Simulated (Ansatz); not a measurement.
# Be₂H₂ (singlet): wave-function methods side by side at angle Be2–Be1–H3 = 143.8°, 6-31G

The task here is to estimate one member of a computed series from the others.

Method: 6-31G, core rule «outside noble gas», up to 2 orbitals frozen; program: Ansatz 0.2.0, Gaussian basis.

To be run: UHF; CCSD(T) on RHF; BCCD(T) on RHF; CISD; CCSDT(Q) on RHF; CCSDTQ on RHF; CASSCF and MRCISD+Q, 2 electrons in 2 orbitals; CASSCF and NEVPT2, 2 electrons in 2 orbitals; CASSCF and MRCISD+Q, 6 electrons in 10 orbitals; CASSCF and NEVPT4(SD), 6 electrons in 10 orbitals; CASSCF and NEVPT2, 6 electrons in 10 orbitals; Full CI.

22 further runs of the same task are left out: 12 for a known fault of the program, 4 that didn't finish, 6 set aside as unsound or not needed.

### What is computed

The geometry derives from a PBE0/def2-TZVP stationary point (not a proven minimum). One angle is set to the value named; bond lengths are kept.

4 atoms, charge 0, spin multiplicity 1.

Atoms are counted from 1 here; the program's logs count them from 0.

Bond lengths: Be1–H3 1.348 Å, Be2–H4 1.348 Å.

The first run:

The input, in.yaml:

```yaml
crystal:
  periodic: [false, false, false]
  atoms:
    - {symbol: Be, position_ang: [-0.369170, 0.000000, 1.000636]}
    - {symbol: Be, position_ang: [0.284947, 0.000000, -1.000636]}
    - {symbol: H, position_ang: [0.049472, 0.000000, 2.281473]}
    - {symbol: H, position_ang: [0.703589, 0.000000, -2.281473]}
basis:
  gaussian: {orbitals: 6-31G}
magnetization: {spin_polarized: true, initial_magnetization: 0}
hamiltonian: {xc: hf}
output: {orbitals: {seedname: orbitals}}
```

Run with:

```sh
$ ansatz run in.yaml --threads 1 --pin off --events-out ev --progress --plain --max-ram 2393MiB
```

Steps of the session up to this table: UHF; CCSD(T) on RHF; BCCD(T) on RHF; CISD; CCSDT(Q) on RHF; CCSDTQ on RHF; CASSCF and MRCISD+Q, 2 electrons in 2 orbitals; CASSCF and NEVPT2, 2 electrons in 2 orbitals; CASSCF and MRCISD+Q, 6 electrons in 10 orbitals; CASSCF and NEVPT4(SD), 6 electrons in 10 orbitals; CASSCF and NEVPT2, 6 electrons in 10 orbitals; Full CI.

One of the session's tables, all rows but one given; the rest of the session is left out.

| method | from FCI (meV) |
| --- | --- |
| RHF | +1852.8 |
| RMP2 | +587.5 |
| CISD | +100.7 |
| RCCSD | +38.5 |
| RCCSD(T) | ? |
| BCCD(T) | +14.0 |
| RCCSDT | +1.7 |
| RCCSDT(Q) | +0.6 |
| RCCSDTQ | 0.0 |
| CASSCF pair | +1485.0 |
| NEVPT2 pair | +515.8 |
| CASSCF valence | +369.3 |
| NEVPT2 valence | +135.9 |
| NEVPT4(SD) valence | +28.1 |
| MRCISD valence | +6.0 |
| MRCISD+Q valence | +2.1 |
| FCI | 0 |

Estimate the missing values for RCCSD(T).

The run gave: from FCI (meV): +14.2. In the column «from FCI (meV)» it lies between BCCD(T) (+14.0) and NEVPT4(SD) valence (+28.1).

Not comparable, so not listed: CASSCF and MRCISD+Q, 2 electrons in 2 orbitals (they don't share determinant, frozen orbitals or solution with the rows shown, or repeat one).

To keep in mind: Warnings in the runs' records: passed over end.
